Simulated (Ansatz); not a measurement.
# AlGa2H: the cost of one run

Program: Ansatz 0.2.0, Gaussian basis. Level of theory: the settings change from run to run. These are calculated values, not measurements.

31 further runs of the same task are left out: 2 for a known fault of the program, 17 that didn't finish, 12 set aside as unsound or not needed.

## 1. The geometry

The geometry is a PBE0/def2-TZVP stationary point (not a proven minimum) of the parent state, kept for this charge and spin. No spin-orbit coupling is included. The filled d shell of Ga may be among the frozen orbitals whatever the setting's name suggests; the logs give the count.

4 atoms, charge 1, spin multiplicity 4.

Atoms are counted from 1 here; the program's logs count them from 0.

Bond lengths: Ga1–Al2 2.555 Å, Al2–Ga3 2.555 Å, Al2–H4 1.846 Å. Angles: Ga1–Al2–Ga3 72.4°, Ga1–Al2–H4 52.9°, Ga3–Al2–H4 52.9°.

## 2. BCCD/cc-pVDZ

File in.yaml:

```yaml
crystal:
  periodic: [false, false, false]
  atoms:
    - {symbol: Ga, position_ang: [-0.004403, 0.336351, 1.508986]}
    - {symbol: Al, position_ang: [-0.022649, -1.725034, 0.000000]}
    - {symbol: Ga, position_ang: [-0.004403, 0.336351, -1.508986]}
    - {symbol: H, position_ang: [1.215461, -0.355847, 0.000000]}
basis:
  gaussian: {orbitals: cc-pVDZ}
total_charge: 1
magnetization: {spin_polarized: true, initial_magnetization: 3}
hamiltonian: {xc: {name: PBE0}}
correlation: {method: bccd, electrons: outside_noble_gas, diis_vectors: 1}
```

Started as:

```sh
$ ansatz run in.yaml --threads 1 --pin off --events-out ev --progress --plain --max-ram 2393MiB
```

Q: Estimate wall time and peak memory on 1 thread of Arm Neoverse V2, shared host.

About 13 s, with a peak of 0.27 GiB.
